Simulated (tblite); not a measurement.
# C6H10AlNS: the cost of one run

Programs: tblite 0.8.0 and PySCF 2.14.0, with density-fitted response routines of our own. Each step states its level of theory. These are calculated values for one molecule, in the gas phase or a continuum, unless marked as measured. Atoms are numbered from 0 throughout.

### Step 1. The starting structure

19 atoms, charge 0, multiplicity 1; geometry from: force field or distance geometry start.

Bonds of the start (Å): C0–S1 1.83, S1–C2 1.79, C2–C3 1.39, C3–C4 1.40, C4–C5 1.40, C5–N6 1.37, N6–Al7 1.92, N6–C8 1.36, C8–C2 1.40, C0–H9 1.12, C0–H10 1.11, C0–H11 1.10, C3–H12 1.07, C4–H13 1.08, C5–H14 1.08, Al7–H15 1.59, Al7–H16 1.60, Al7–H17 1.59, C8–H18 1.09.

### Step 2. Geometry optimisation with GFN2-xTB

What the job is given:

```
{"job": {"kind": "relax", "xc": "GFN2-xTB", "basis": "xTB"}, "charge": 0, "multiplicity": 1}
C      3.132700     0.821900     0.312000
S      2.301200     1.108900    -1.298100
C      0.867100     0.136700    -0.848500
C      0.810300    -1.220400    -1.137600
C     -0.321300    -1.967800    -0.774500
C     -1.401100    -1.323800    -0.167800
N     -1.342800     0.020000     0.082500
Al    -2.816800     0.877000     0.972800
C     -0.235100     0.748500    -0.235900
H      2.495300     1.229500     1.140400
H      3.289300    -0.263000     0.468800
H      4.100300     1.341300     0.316700
H      1.644400    -1.717600    -1.596200
H     -0.358800    -3.028700    -0.989400
H     -2.273300    -1.894500     0.108600
H     -2.914900     2.398300     0.514600
H     -4.177900     0.123200     0.590000
H     -2.604700     0.803600     2.548600
H     -0.203800     1.816100    -0.014400
```

Launch:

```bash
$ OMP_NUM_THREADS=1 python probes_run.py task.json out
```

The driver reads the jobs from task.json and runs them one after another.

Q: Estimate the wall time and peak memory of this first job on 1 thread of Arm Neoverse N1, shared host.

About 2.8 s, with a peak of 0.18 GiB.
